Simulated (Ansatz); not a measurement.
# Si2Sn: the cost of one run

Program: Ansatz 0.2.0. Level of theory: DFT PBE, scalar-relativistic, plane waves, PAW. These are calculated values, not measurements.

### Step 1. The system as given

It takes space group R-3m (No. 166, trigonal). Conventional cell: a = 3.797 Å, b = 3.797 Å, c = 14.606 Å, α = 90.00°, β = 90.00°, γ = 120.00°. Si (site symmetry 3m) has 1 Si at 2.45 Å and 3 Sn at 2.50 Å as nearest neighbours. Sn (site symmetry -3m) is surrounded by 6 Si at 2.50 Å.

Coordinates:

```
Si Sn
1.0
     1.89844    1.09606    4.86867
    -1.89844    1.09606    4.86867
     0.00000   -2.19213    4.86867
Si Sn
2 1
Direct
  0.41606 0.41606 0.41606
  0.58394 0.58394 0.58394
  0.00000 0.00000 0.00000
```

Recipe of the guess: 4-, 6-connected net, elements by coordination (R-3m, No. 166). Its size is a rough estimate.

### Step 2. The guess as it stands, on a coarse mesh

input.yaml

```yaml
crystal:
  lattice:
    - [1.89843694, 1.09606308, 4.86866553]
    - [-1.89843694, 1.09606308, 4.86866553]
    - [0.0, -2.19212615, 4.86866553]
  atoms:
    - { symbol: Si, position: [0.41606411, 0.41606411, 0.41606411] }
    - { symbol: Si, position: [0.58393589, 0.58393589, 0.58393589] }
    - { symbol: Sn, position: [0.0, 0.0, 0.0] }
basis:
  ecutwfc: 420
kpoints:
  mp_grid: { grid: [6, 6, 6] }
hamiltonian:
  xc: pbe
scf:
  occupations: { method: gaussian, width: 0.1 }
  lower_state_search: "off"
output:
  forces: true
  stress: true
  eigenvalues: true
```

Run with:

```sh
$ ansatz run input.yaml --threads 1 --pin off --max-ram 2560MiB --backend cpu --events-out ev --progress --plain --runs-dir out
```

Q: Estimate wall time and peak memory on 1 thread of Arm Neoverse V1, shared host.

About 2.4 s, with a peak of 0.34 GiB.
